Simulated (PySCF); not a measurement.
# C₄H₃F₂O+: electronic excitations and core binding energies

Wanted: the electronic excitations and core binding energies of C₄H₃F₂O+ (`FC(F)O[c+]1cc1`), by calculation.

Computed with PySCF 2.14.0, with density-fitted response routines of our own, on a single molecule in the gas phase. Atoms count from 0, in the outputs and in this text.

### 1 The molecule as given

10 atoms, charge 1, multiplicity 1; geometry from: GFN2-xTB.

Bonds of the start (Å): F0–C1 1.32, C1–F2 1.32, C1–O3 1.44, O3–C4 1.26, C4–C5 1.39, C5–C6 1.36, C6–C4 1.40, C1–H7 1.10, C5–H8 1.07, C6–H9 1.07.

### 2 Excited states and response: PBE0/def2-SVPD

The job: settings as JSON, then the geometry in Å.

```
{"job": {"kind": "uv", "xc": "PBE0", "basis": "def2-SVPD", "nstates": 8, "ntriplets": 3}, "charge": 1, "multiplicity": 1}
F     -1.602623     0.633056    -0.952399
C     -1.700646     0.339280     0.334546
F     -1.361060     1.412213     1.031506
O     -0.756617    -0.704112     0.628850
C      0.466808    -0.497873     0.399284
C      1.784873    -0.953494     0.416972
C      1.525371     0.304883    -0.042680
H     -2.704608    -0.025121     0.599552
H      2.481013    -1.738166     0.638602
H      1.876371     1.233987    -0.447999
```

With the program's defaults for keys left out, this is: TDDFT PBE0/def2-SVPD, vertical, gas phase, core orbitals frozen in the response.

Run with:

```
> OMP_NUM_THREADS=1 python probes_run.py task.json out
```

The driver reads the jobs from task.json and runs them one after another.

**Question.** This job is followed by: delta-SCF UKS SCAN, pcX-2 on the ionised atom, pcseg-1 elsewhere, spin-free X2C. What will the session give for the following? lowest singlet (PBE0/def2-SVPD); brightest single state of those computed; lowest triplet; C1s binding energies, SCAN/pcX-2; F1s binding energies, SCAN/pcX-2; O1s binding energies, SCAN/pcX-2.

**Answer**, as computed:

| quantity | value |
| --- | --- |
| lowest singlet (PBE0/def2-SVPD) | 6.70 eV (185 nm), f = 0.000 |
| brightest single state of those computed | state 7, 8.59 eV, f = 0.251 |
| lowest triplet | 5.77 eV |
| C1s binding energies, SCAN/pcX-2 | C1 303.16, C4 301.19, C5 299.30 eV |
| F1s binding energies, SCAN/pcX-2 | F0 699.11 eV |
| O1s binding energies, SCAN/pcX-2 | O3 546.95 eV |

In words: The first singlet state (HOMO→LUMO 0.95) lies at 6.70 eV and is dark; of the 8 states computed, the strongest absorption comes from state 7 at 8.59 eV. The lowest triplet lies 0.93 eV below the lowest singlet (triplets in Tamm-Dancoff, singlets in full TDDFT). The C1s levels kept as sound span 3.86 eV, from C5 up to C1.
